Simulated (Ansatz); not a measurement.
AlV2C:

```
CELL_PARAMETERS angstrom
2.88760 0.00000 0.00000
-1.44380 2.50073 0.00000
0.00000 0.00000 13.10482
ATOMIC_POSITIONS crystal
V 0.33333 0.66667 0.91362
V 0.66667 0.33333 0.08638
V 0.66667 0.33333 0.41362
V 0.33333 0.66667 0.58638
Al 0.66667 0.33333 0.75000
Al 0.33333 0.66667 0.25000
C 0.00000 0.00000 0.50000
C 0.00000 0.00000 0.00000
```

The cell comes from a database or a generator and needn't be the stable form of this composition.

```yaml
Program: Ansatz 0.2.0
Task: relaxation of cell and atoms
Functional: PBEsol
Potentials_or_basis: Ansatz PAW
Cutoff: "420 eV (not typed: the program's choice for these potentials)"
k_mesh: 11 × 11 × 2
Occupations: fermi-dirac, width 0.05 eV
Spin: collinear spin, ferromagnetic start
Starting_moments: "[2.0, 2.0, 2.0, 2.0, 0.0, 0.0, 0.0, 0.0] μB"
```

At the start: volume 11.83 Å³/atom.

Problem. How do energy, volume and symmetry change on relaxing?

Solution. It ends after 5 steps and the volume is 11.67 Å³/atom (-1.3 %); space group P6_3/mmc (No. 194, to 0.05 Å); moment 0.00 μB per cell.

The path:
| step | energy change (eV) | largest force (eV/Å) | volume (Å³) |
| --- | --- | --- | --- |
| 1 | 0.0000 | 0.4771 | 94.63 |
| 2 | -0.0273 | 0.1671 | 93.62 |
| 3 | -0.0302 | 0.0118 | 93.37 |
| 4 | -0.0303 | 0.0002 | 93.36 |
| 5 | -0.0290 | 0.0001 | 93.36 |

Final structure:
```
V Al C
1.0
     2.87679    0.00000    0.00000
    -1.43840    2.49138    0.00000
     0.00000    0.00000   13.02567
V Al C
4 2 2
Cartesian
  0.0000 1.6609 11.9138
  1.4384 0.8305 1.1119
  1.4384 0.8305 5.4009
  0.0000 1.6609 7.6247
  1.4384 0.8305 9.7693
  0.0000 1.6609 3.2564
  0.0000 0.0000 6.5128
  0.0000 0.0000 0.0000
```

Caveat: the plane-wave basis is chosen anew once the cell has moved, so the energies of steps on either side of that aren't comparable; the PAW data sets come from PBE, with cores solved anew for the run's functional, which leaves a small shift of forces and pressure; the starting moments weren't kept.
